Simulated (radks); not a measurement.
# An extra electron on iodine

The task here is to estimate one member of a computed series from the others.

Program: radks (a radial shooting solver on a logarithmic mesh, Libxc functionals) version 1. Level of theory: scalar-relativistic Kohn-Sham, spherical densities, point nucleus. These are calculated values, not measurements, unless marked.

**The system**

```
element       : iodine (Z = 53)
charge        : 0
electrons     : 53
configuration : [Kr] 4d10 5s2 5p5
anion         : [Xe]
```

Outer shells as boxes (Hund's rule):

I
```
[Kr] core
4d [↑↓][↑↓][↑↓][↑↓][↑↓]
5s [↑↓]
5p [↑↓][↑↓][↑ ]
```

I⁻
```
[Kr] core
4d [↑↓][↑↓][↑↓][↑↓][↑↓]
5s [↑↓]
5p [↑↓][↑↓][↑↓]
```

The first run:

Input:

```text
Z 53
configuration [Kr] 4d10 5s2 5p5
relativity scalar-relativistic
functional pbe,pbe
spin polarised
nucleus point
c 137.035999084
```

Among the steps run: PBE, spin-polarised: atom.

One table of the session follows, with a row left open; its other results are not shown here.

Sizes of the orbitals, from the radial functions (bohr):

| level | <r> | outermost maximum (interpolated) | 90 % within | nodes |
| --- | --- | --- | --- | --- |
| 4p up | ? | ? | ? | ? |
| 4p down | 0.7919 | 0.715 | 1.16 | 2 |
| 4d up | 0.9220 | 0.778 | 1.41 | 1 |
| 4d down | 0.9206 | 0.778 | 1.40 | 1 |
| 5s up | 1.967 | 1.71 | 2.88 | 4 |
| 5s down | 1.965 | 1.70 | 2.88 | 4 |
| 5p up | 2.465 | 2.03 | 3.71 | 3 |
| 5p down | 2.488 | 2.03 | 3.77 | 3 |

**Question.** Estimate the row for 4p up.

As computed: <r>: 0.7921; outermost maximum (interpolated): 0.715; 90 % within: 1.16; nodes: 2. In the column «<r>» it lies between 4p down (0.7919) and 4d down (0.9206).

Caveats from the session: Open shells are spherical and high-spin; term and fine-structure splittings are not resolved.
